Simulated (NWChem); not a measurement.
**CH3GaN− ([Ga(CN)H3]-) at 5 levels**

Wanted: a comparison of 5 runs (HF/STO-3G, HF/3-21G, HF/aug-cc-pVDZ, B3LYP/6-31G*) of CH3GaN− ([Ga(CN)H3]-). 

The calculation is run with NWChem 7.3.0.

## 1. The molecule

CH3GaN− has 6 atoms, charge -1, and is taken as a singlet. As SMILES, `[H][Ga-]([H])([H])[C]#N`. Geometry: a GFN1-xTB relaxation, a rough one for these elements and not checked as a minimum.

Bond lengths: Ga1–C2 2.015 Å, C2–N3 1.160 Å, Ga1–H4 1.572 Å, Ga1–H5 1.573 Å, Ga1–H6 1.572 Å. Angles: Ga1–C2–N3 179.6°, C2–Ga1–H4 106.9°, C2–Ga1–H5 106.9°, C2–Ga1–H6 106.6°, H4–Ga1–H5 111.8°, H4–Ga1–H6 112.3°, H5–Ga1–H6 111.9°.

## 2. Energy and gradient at HF/STO-3G (run 1)

run.py

```python
from ase import Atoms
from ase.calculators.nwchem import NWChem

molecule = Atoms(['Ga', 'C', 'N', 'H', 'H', 'H'], positions=[
    [-0.011100, -0.009860, -0.637560],
    [0.021950, 0.019460, 1.377030],
    [0.049190, 0.037100, 2.536990],
    [1.485150, -0.006720, -1.118880],
    [-0.776820, 1.283010, -1.101750],
    [-0.768370, -1.322980, -1.055830],
])

calc = NWChem(
    label='ch3gan',
    theory='scf',
    memory='2200 mb',
    basis='STO-3G',
    basispar='spherical bse',
    charge=-1,
    scf={'nopen': '0', 'rhf': None, 'thresh': '1e-08', 'maxiter': '80'},
)
molecule.calc = calc

forces = molecule.get_forces()
e = molecule.get_potential_energy()
print(f"E = {e:.6f} eV")
print("forces (eV/A):")
for s, f in zip(molecule.symbols, forces):
    print(f"{s:2s} {f[0]:10.5f} {f[1]:10.5f} {f[2]:10.5f}")
print("dipole (e A):", molecule.get_dipole_moment().round(4))
```

The run is started by

```console
export ASE_NWCHEM_COMMAND="nwchem PREFIX.nwi > PREFIX.nwo"
python run.py
```

Standard output:

```text
E = -54251.309919 eV
forces (eV/A):
Ga   -0.02844    0.00046   -0.24415
C    -0.00077   -0.01738   -1.89136
N    -0.02700   -0.01121   -0.55911
H    -2.77576   -0.01193    0.95121
H     1.41966   -2.39817    0.91963
H     1.41231    2.43823    0.82378
dipole (e A): [-0.008  -0.0062 -0.4117]
```

The calculator wrote ch3gan.nwi:

```
title "ch3gan"

permanent_dir ch3gan

scratch_dir ch3gan

start ch3gan

geometry units angstrom nocenter noautosym noautoz
  Ga -1.1100000000000000e-02 -9.8600000000000007e-03 -6.3756000000000002e-01
  C  2.1950000000000001e-02 1.9460000000000002e-02 1.3770300000000000e+00
  N  4.9189999999999998e-02 3.7100000000000001e-02 2.5369899999999999e+00
  H  1.4851500000000000e+00 -6.7200000000000003e-03 -1.1188800000000001e+00
  H  -7.7681999999999995e-01 1.2830100000000000e+00 -1.1017500000000000e+00
  H  -7.6837000000000000e-01 -1.3229800000000000e+00 -1.0558300000000000e+00
end

charge -1

memory 2200 mb

basis spherical bse noprint
   * library STO-3G
end

scf
  nopen 0
  rhf
  thresh 1e-08
  maxiter 80
end

task scf gradient
```

ch3gan.nwo, shortened:

```text
[...]
      One-electron energy =  -3091.056104127021
[... 1 line left out ...]
 Nuclear repulsion energy =    142.190655644024
[... 39 lines left out ...]
                       ROHF Final Molecular Orbital Analysis
[... 205 lines left out ...]
                              NWChem Gradients Module
[...]
  wavefunction    =   RHF
                         RHF ENERGY GRADIENTS
    atom               coordinates                        gradient
                 x          y          z           x          y          z
   1 Ga     -0.020976  -0.018633  -1.204814    0.000553  -0.000009   0.004748
   2 C       0.041479   0.036774   2.602209    0.000015   0.000338   0.036781
   3 N       0.092956   0.070109   4.794216    0.000525   0.000218   0.010873
   4 H       2.806527  -0.012699  -2.114377    0.053980   0.000232  -0.018498
   5 H      -1.467977   2.424537  -2.082006   -0.027608   0.046637  -0.017884
   6 H      -1.452009  -2.500070  -1.995229   -0.027465  -0.047416  -0.016020
[...]
```

Wall time 4.2 s (1 thread of Intel Xeon 6975P-C (Granite Rapids), shared host); peak memory 0.099 GiB.

## 3. Energy and gradient at HF/3-21G (run 2)

Changes to run.py since step 2:

```diff
@@ -3,3 +3,3 @@
 
-molecule = Atoms(['Ga', 'C', 'N', 'H', 'H', 'H'], positions=[
+molecule = Atoms('GaCNHHH', positions=[
     [-0.011100, -0.009860, -0.637560],
@@ -13,6 +13,6 @@
 calc = NWChem(
-    label='ch3gan',
+    label='m1',
     theory='scf',
     memory='2200 mb',
-    basis='STO-3G',
+    basis='3-21G',
     basispar='spherical bse',
```

The run is started by

```console
export ASE_NWCHEM_COMMAND="nwchem PREFIX.nwi > PREFIX.nwo"
python run.py
```

Standard output:

```text
E = -54624.139265 eV
forces (eV/A):
Ga   -0.01841    0.01121    0.46753
C     0.06978    0.03574    1.72557
N    -0.05348   -0.02720   -1.60540
H     0.72145   -0.00854   -0.20661
H    -0.36695    0.61681   -0.19525
H    -0.35240   -0.62807   -0.18584
dipole (e A): [-0.0069 -0.0067 -0.4096]
```

The calculator wrote m1.nwi:

```
title "m1"

permanent_dir m1

scratch_dir m1

start m1

geometry units angstrom nocenter noautosym noautoz
  Ga -1.1100000000000000e-02 -9.8600000000000007e-03 -6.3756000000000002e-01
  C  2.1950000000000001e-02 1.9460000000000002e-02 1.3770300000000000e+00
  N  4.9189999999999998e-02 3.7100000000000001e-02 2.5369899999999999e+00
  H  1.4851500000000000e+00 -6.7200000000000003e-03 -1.1188800000000001e+00
  H  -7.7681999999999995e-01 1.2830100000000000e+00 -1.1017500000000000e+00
  H  -7.6837000000000000e-01 -1.3229800000000000e+00 -1.0558300000000000e+00
end

charge -1

memory 2200 mb

basis spherical bse noprint
   * library 3-21G
end

scf
  nopen 0
  rhf
  thresh 1e-08
  maxiter 80
end

task scf gradient
```

m1.nwo, shortened:

```text
[...]
      One-electron energy =  -3093.867333846484
[... 1 line left out ...]
 Nuclear repulsion energy =    142.190655644024
[... 42 lines left out ...]
                       ROHF Final Molecular Orbital Analysis
[... 221 lines left out ...]
                              NWChem Gradients Module
[...]
  wavefunction    =   RHF
                         RHF ENERGY GRADIENTS
    atom               coordinates                        gradient
                 x          y          z           x          y          z
   1 Ga     -0.020976  -0.018633  -1.204814    0.000358  -0.000218  -0.009092
   2 C       0.041479   0.036774   2.602209   -0.001357  -0.000695  -0.033557
   3 N       0.092956   0.070109   4.794216    0.001040   0.000529   0.031220
   4 H       2.806527  -0.012699  -2.114377   -0.014030   0.000166   0.004018
   5 H      -1.467977   2.424537  -2.082006    0.007136  -0.011995   0.003797
   6 H      -1.452009  -2.500070  -1.995229    0.006853   0.012214   0.003614
[...]
```

Wall time 3.3 s (1 thread of Intel Xeon 6975P-C (Granite Rapids), shared host); peak memory 0.097 GiB.

## 4. Energy and gradient at HF/aug-cc-pVDZ (run 3)

test.nw

```
start test
title "CH3GaN gradient"
memory stack 880 mb heap 220 mb global 1100 mb
charge -1

geometry units atomic noautosym nocenter noautoz
   Ga  -0.02097596  -0.01863270  -1.20481379
   C    0.04147949   0.03677407   2.60220957
   N    0.09295563   0.07010884   4.79421628
   H    2.80652675  -0.01269896  -2.11437677
   H   -1.46797705   2.42453752  -2.08200576
   H   -1.45200886  -2.50006987  -1.99522953
end

basis spherical bse
   Ga library aug-cc-pVDZ
   C library aug-cc-pVDZ
   N library aug-cc-pVDZ
   H library aug-cc-pVDZ
end

scf
   thresh 1e-08
   maxiter 80
end

task scf gradient
```

The run is started by

```console
nwchem test.nw > test.out
```

Standard output:

```text
[...]
  functions       =   109
[...]
  wavefunction    = RHF
[...]
         Total SCF energy =  -2017.323421814706
      One-electron energy =  -3104.056877176804
      Two-electron energy =    944.542810002180
 Nuclear repulsion energy =    142.190645359918
        Time for solution =     95.9s
[...]
                         RHF ENERGY GRADIENTS
    atom               coordinates                        gradient
                 x          y          z           x          y          z
   1 Ga     -0.020976  -0.018633  -1.204814    0.000565   0.000063   0.008707
   2 C       0.041479   0.036774   2.602210   -0.001443  -0.000935  -0.050299
   3 N       0.092956   0.070109   4.794216    0.000953   0.000541   0.032677
   4 H       2.806527  -0.012699  -2.114377   -0.012168   0.000156   0.003151
   5 H      -1.467977   2.424538  -2.082006    0.006180  -0.010374   0.002939
   6 H      -1.452009  -2.500070  -1.995230    0.005912   0.010550   0.002824
[...]
```

It took 2.4 min on 1 thread of Intel Xeon 6975P-C (Granite Rapids), shared host; peak memory 0.099 GiB.

Run 4 isn't shown in full; the table further down has it.

## 5. Energy and forces at B3LYP/6-31G(d) (Cartesian functions) (run 5)

ch3gan.xyz

```xyz
6

Ga    -0.011100    -0.009860    -0.637560
C      0.021950     0.019460     1.377030
N      0.049190     0.037100     2.536990
H      1.485150    -0.006720    -1.118880
H     -0.776820     1.283010    -1.101750
H     -0.768370    -1.322980    -1.055830
```

ch3gan.nw

```
start ch3gan
memory 2200 mb
charge -1

geometry noautosym nocenter noautoz
  load ch3gan.xyz
end

basis "ao basis"
  * library 6-31G*
end

dft
  xc b3lyp
  grid xfine
  convergence energy 1e-08
  iterations 100
  mulliken
end

task dft gradient
```

The run is started by

```console
nwchem ch3gan.nw > ch3gan.out
```

Standard output:

```text
[...]
          Wavefunction type:  closed shell.
          No. of atoms     :     6
          No. of electrons :    48
[...]
          Charge           :    -1
          Spin multiplicity:     1
[...]
          AO basis - number of functions:    71
[...]
              XC Information
              --------------
                         B3LYP Method XC Potential
                     Hartree-Fock (Exact) Exchange  0.200
                        Slater Exchange Functional  0.800 local
                    Becke 1988 Exchange Functional  0.720 non-local
              Lee-Yang-Parr Correlation Functional  0.810
                  VWN I RPA Correlation Functional  0.190 local
[...]
 d= 0,ls=0.0,diis     1  -2018.6644155502 -2.16D+03  6.35D-02  1.47D+01     1.9
[...]
 d= 0,ls=0.0,diis    11  -2019.3271764168 -4.41D-09  3.46D-07  7.62D-10    16.2
         Total DFT energy =    -2019.327176416762
      One electron energy =    -3103.448114374559
           Coulomb energy =     1030.584542618669
    Exchange-Corr. energy =      -88.654260304896
 Nuclear repulsion energy =      142.190655644024
[...]
      Total Density - Mulliken Population Analysis
     ---------------------------------------------
    Atom       Charge   Shell Charges
 -----------   ------   -------------------------------------------------------
    1 Ga  31    31.51   2.00  1.99  6.00  1.95  5.99  1.25  1.89  0.11  0.36  6.85  2.93  0.19
    2 C    6     5.76   1.99  0.75  1.88  0.64  0.50 -0.00
    3 N    7     7.50   1.99  0.83  2.29  1.04  1.37 -0.03
    4 H    1     1.07   0.49  0.58
    5 H    1     1.08   0.49  0.58
    6 H    1     1.07   0.49  0.58
[...]
  wavefunction    = closed shell
                         DFT ENERGY GRADIENTS
    atom               coordinates                        gradient
                 x          y          z           x          y          z
   1 Ga     -0.020976  -0.018633  -1.204814    0.000395  -0.000054  -0.000762
   2 C       0.041479   0.036774   2.602209   -0.000058   0.000024   0.012831
   3 N       0.092956   0.070109   4.794216   -0.000243  -0.000243  -0.018921
   4 H       2.806527  -0.012699  -2.114377   -0.009333   0.000136   0.002418
   5 H      -1.467977   2.424537  -2.082006    0.004730  -0.007927   0.002243
   6 H      -1.452009  -2.500070  -1.995229    0.004508   0.008064   0.002192
[...]
```

Wall time 22 s (1 thread of Intel Xeon 6975P-C (Granite Rapids), shared host); peak memory 0.13 GiB.

## 6. The series

```csv
run,level,iteration cap,module,energy (Eh),HOMO energy (eV),LUMO energy (eV),HOMO–LUMO gap (eV),wall time
1,HF/STO-3G,80,scf,-1993.698883,-0.24,16.32,16.56,4.2 s
2,HF/3-21G,80,scf,-2007.400109,-5.76,8.51,14.27,3.3 s
3,HF/aug-cc-pVDZ,80,scf,-2017.323422,-6.12,3.33,9.45,2.4 min
4,B3LYP/6-31G* (spherical functions),100,dft,-2019.319252,-2.64,5.48,8.12,21 s
5,B3LYP/6-31G* (Cartesian functions),100,dft,-2019.327176,-2.64,5.46,8.10,22 s
```

## 7. Results

| quantity | value |
| --- | --- |
| run 5: total energy | -2019.32718 Eh |
| run 5: HOMO energy | -2.64 eV |
| run 5: LUMO energy | 5.46 eV |
| run 5: HOMO–LUMO gap (to an unbound level, set by the basis) | 8.10 eV |
| run 5: largest force on an atom | 0.973 eV/Å |

**Reading.** The HOMO–LUMO gap runs from 8.10 eV (B3LYP/6-31G*) to 16.56 eV (HF/STO-3G). The two ends differ in method and basis. The empty levels of an anion lie above zero and hang on the basis. In run 1 the basis is minimal, so the values are rough. All runs together took 3.2 min, the longest 2.4 min.
